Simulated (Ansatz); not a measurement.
Runs of Ansatz 0.2.0 on NiMoIrPdW. It takes space group Cm (No. 8, monoclinic). The conventional cell has a = 4.689 Å, b = 2.863 Å, c = 11.144 Å, α = 90.00°, β = 101.20°, γ = 90.00°. Around Ni (site symmetry m) lie 3 Ir at 2.59 to 2.61 Å and 3 Pd at 2.67 to 2.68 Å and 6 Ni at 2.75 to 2.86 Å. Mo (site symmetry m) has 3 Ir at 2.68 Å and 6 Mo at 2.75 to 2.86 Å and 2 W at 2.78 Å as nearest neighbours. Around Pd (site symmetry m) lie 3 Ni at 2.67 to 2.68 Å and 3 W at 2.74 to 2.75 Å and 6 Pd at 2.75 to 2.86 Å. Ir (site symmetry m) is surrounded by 3 Ni at 2.59 to 2.61 Å and 3 Mo at 2.68 Å and 6 Ir at 2.75 to 2.86 Å. W (site symmetry m) has 3 Pd at 2.74 to 2.75 Å and 6 W at 2.75 to 2.86 Å and 2 Mo at 2.78 Å as nearest neighbours. The cell was built by a generator and needn't be a form met in nature.

```tsv
task	level	spin	cell	k mesh	cutoff (eV)	points for each segment of the path	gap on the mesh (eV)	pressure (GPa)	moment (μB)	relaxed volume (Å³/atom)	largest force (eV/Å)
band structure	r2SCAN	non-collinear, ferromagnetic start, SOC	as given	8 × 8 × 2	500	14	none	-5.0	0.25	-	(a)
relaxation of cell and atoms	PBE	collinear, ferromagnetic start	relaxed	8 × 8 × 2	420	-	none	0.0	0.00	(b)	-
relaxation of cell and atoms	RPBE	collinear, ferromagnetic start	relaxed	8 × 8 × 2	420	-	none	0.0	0.00	14.92	-
band structure	PBE	collinear, ferromagnetic start	as given	11 × 11 × 3	420	14	none	0.0	0.00	-	0.08
band structure	RPBE	collinear, ferromagnetic start	as given	11 × 11 × 3	420	14	none	4.1	0.00	-	0.12
```

Alike in all rows: potentials or basis Ansatz PAW; smearing fermi-dirac 0.05 eV.

Q: Estimate the missing entries.

A: (a) 0.21; (b) 14.66.

Caveats: the starting moments weren't kept; the PAW data sets come from PBE, with cores solved anew for the run's functional, which leaves a small shift of forces and pressure (some runs); the plane-wave basis is chosen anew once the cell has moved, so the energies of steps on either side of that aren't comparable (some runs); spin-orbit coupling is left out, which moves the levels of the heavy elements (some runs); the magnetic or orbital state may not be the lowest (some runs).

A k mesh can miss the band edges, and rows without SOC leave out spin-orbit coupling on Ir, Mo, Pd, W.

A gap of «none» marks a metal or a gap under the smearing width.
